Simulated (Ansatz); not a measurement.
# C2H7AlB2: the cost of one run

Computed with Ansatz 0.2.0 through its Python package. The levels of theory stand in the script.

### Step 1. The structure

Bond lengths: C1–C2 1.462 Å, C2–B3 1.602 Å, B3–B4 1.798 Å, C2–Al5 1.924 Å, B4–Al5 2.014 Å, C1–H6 1.132 Å, C1–H7 1.120 Å, C1–H8 1.166 Å, C2–H9 1.067 Å, B3–H10 1.150 Å, B4–H11 1.186 Å, Al5–H12 1.621 Å. Angles (14 of 21 angles, heavy atoms first): C1–C2–B3 111.0°, C1–C2–Al5 112.6°, B3–C2–Al5 101.6°, C2–B3–B4 90.7°, B3–B4–Al5 91.7°, C2–Al5–B4 75.9°, C1–C2–H9 111.4°, B3–C2–H9 110.7°, Al5–C2–H9 109.1°, C2–C1–H6 115.7°, C2–C1–H7 111.9°, C2–C1–H8 111.7°, C2–B3–H10 136.7°, B4–B3–H10 132.6°.

The script holds or builds the structure itself.

### Step 2. Script

File disp_c2h7alb2.py:

```python
"""Size of D3 and D4 in C2H7AlB2."""

import logging
import sys

import ansatz as az

logging.basicConfig(stream=sys.stdout, format="%(levelname)s %(message)s")
logger = logging.getLogger("ansatz_job")
logger.setLevel(logging.INFO)

c2h7alb2 = (
    az.Crystal.molecule()
    .atom("C", (-0.962, 1.0251, -0.6087))
    .atom("C", (0.0138, -0.0631, -0.606))
    .atom("B", (-0.5371, -1.3273, 0.2087))
    .atom("B", (0.8833, -1.2641, 1.3096))
    .atom("Al", (1.6043, 0.3731, 0.3848))
    .atom("H", (-1.2943, 1.3891, 0.41))
    .atom("H", (-1.8976, 0.7448, -1.1569))
    .atom("H", (-0.5542, 1.9692, -1.1576))
    .atom("H", (0.2864, -0.343, -1.5991))
    .atom("H", (-1.4291, -2.0496, 0.1298))
    .atom("H", (1.1254, -1.9305, 2.2604))
    .atom("H", (2.8383, 1.421, 0.459))
)

calculation = c2h7alb2.calculation().basis(gaussian="def2-SVP")
for name in ["pbe0", "revpbe"]:
    for correction in ("d3bj", "d4"):
        summary = calculation.functional(name, dispersion=correction).run().report
        logger.info(f"{name:8s} {correction:5s} total {summary['free_energy_ev']:.5f} eV, of which dispersion {1000 * summary['dispersion']['energy']['ev']:.2f} meV")
```

### Step 3. The input behind the calls

The engine receives this input (first run):

```yaml
crystal:
  periodic: [false, false, false]
  atoms:
    - { symbol: C, position_ang: [-0.962, 1.0251, -0.6087] }
    - { symbol: C, position_ang: [0.0138, -0.0631, -0.606] }
    - { symbol: B, position_ang: [-0.5371, -1.3273, 0.2087] }
    - { symbol: B, position_ang: [0.8833, -1.2641, 1.3096] }
    - { symbol: Al, position_ang: [1.6043, 0.3731, 0.3848] }
    - { symbol: H, position_ang: [-1.2943, 1.3891, 0.41] }
    - { symbol: H, position_ang: [-1.8976, 0.7448, -1.1569] }
    - { symbol: H, position_ang: [-0.5542, 1.9692, -1.1576] }
    - { symbol: H, position_ang: [0.2864, -0.343, -1.5991] }
    - { symbol: H, position_ang: [-1.4291, -2.0496, 0.1298] }
    - { symbol: H, position_ang: [1.1254, -1.9305, 2.2604] }
    - { symbol: H, position_ang: [2.8383, 1.421, 0.459] }
basis:
  gaussian:
    orbitals: def2-SVP
hamiltonian:
  xc: pbe0
  dispersion: d3bj
```

### Step 4. Running it

Started as:

```console
python disp_c2h7alb2.py
```

Q: Estimate wall time and peak memory on 1 thread of Arm Neoverse N1, shared host.

About 25 s, with a peak of 0.25 GiB.
